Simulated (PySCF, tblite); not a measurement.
# C5H10O2Si2: geometry, infrared bands and NMR shifts

What infrared bands and NMR shifts should C5H10O2Si2 (`O=C1[SiH2]O[SiH2][C@@H]1C1CC1`) show?

Programs: tblite 0.8.0 and PySCF 2.14.0, with density-fitted response routines of our own. Each step states its level of theory. These are calculated values for one molecule in the gas phase, unless marked as measured. Atoms count from 0, in the outputs and in this text.

**1. The starting structure**

19 atoms, charge 0, multiplicity 1; geometry from: force field or distance geometry start.

Bonds of the start (Å): O0–C1 1.21, C1–Si2 1.94, Si2–O3 1.69, O3–Si4 1.71, Si4–C5 1.97, C5–C6 1.51, C6–C7 1.51, C7–C8 1.49, C5–C1 1.54, C8–C6 1.50, Si2–H9 1.48, Si2–H10 1.49, Si4–H11 1.49, Si4–H12 1.48, C5–H13 1.10, C6–H14 1.08, C7–H15 1.09, C7–H16 1.08, C8–H17 1.09, C8–H18 1.09.

**2. Optimising the geometry with GFN2-xTB**

The job: settings as JSON, then the geometry in Å.

```
{"job": {"kind": "relax", "xc": "GFN2-xTB", "basis": "xTB"}, "charge": 0, "multiplicity": 1}
O      0.347800     2.440500     0.243400
C      0.825400     1.331200     0.166500
Si     2.721200     1.141100    -0.202700
O      2.845600    -0.545200    -0.301700
Si     1.411400    -1.439400    -0.048900
C      0.109800    -0.019400     0.378400
C     -1.164400    -0.108900    -0.417900
C     -2.294600    -0.982100     0.061700
C     -2.422900     0.505200     0.130300
H      3.573400     1.632100     0.903500
H      3.098900     1.719900    -1.520900
H      1.037500    -2.119000    -1.320400
H      1.564200    -2.368700     1.095900
H     -0.072500    -0.119200     1.454500
H     -1.008400    -0.011200    -1.482800
H     -2.890200    -1.506200    -0.679700
H     -2.202800    -1.522600     0.996300
H     -3.092600     0.995800    -0.573200
H     -2.396500     0.985500     1.110200
```

Command:

```
> OMP_NUM_THREADS=1 python probes_run.py task.json out
```

The driver reads the jobs from task.json and runs them one after another.

**Question.** This job is followed by: GFN2-xTB harmonic vibrations, gas phase; GIAO PBE0/pcSseg-1 NMR shielding, non-relativistic, gas phase. Predict these results of the whole session: strongest single infrared mode (GFN2-xTB); zero-point energy (GFN2-xTB); 13C shifts against TMS (PBE0/pcSseg-1); 1H shifts against TMS (PBE0/pcSseg-1); 17O shifts against H2O (PBE0/pcSseg-1); 29Si shifts against TMS (PBE0/pcSseg-1).

The runs gave:

| quantity | value |
| --- | --- |
| strongest single infrared mode (GFN2-xTB) | 2315 cm⁻¹, 603 km/mol |
| zero-point energy (GFN2-xTB) | 84.6 kcal/mol |
| 13C shifts against TMS (PBE0/pcSseg-1) | 248.7, 60.4, 9.5, 7.2, 3.7 ppm |
| 1H shifts against TMS (PBE0/pcSseg-1) | 5.54, 5.22, 5.06, 4.73, 1.50, 0.81, 0.72, 0.37, -0.10, -0.19 ppm |
| 17O shifts against H2O (PBE0/pcSseg-1) | 847.2, 27.4 ppm |
| 29Si shifts against TMS (PBE0/pcSseg-1) | -12.8, -43.4 ppm |

**Reading.** Relaxing lowered the energy by 0.340 eV in 89 steps; the close pair that moved most is O3–Si4, from 1.709 to 1.641 Å. No mode is imaginary among the 51: a minimum at this level. The strongest single mode, at 2315 cm⁻¹, moves mainly H11. Unscaled tight-binding wavenumbers are off by several per cent, some by more. Its intensities can rank the bands wrongly. At PBE0/pcSseg-1: The widest tensor belongs to O0: span 1837 ppm, with a paramagnetic part of -913 ppm.
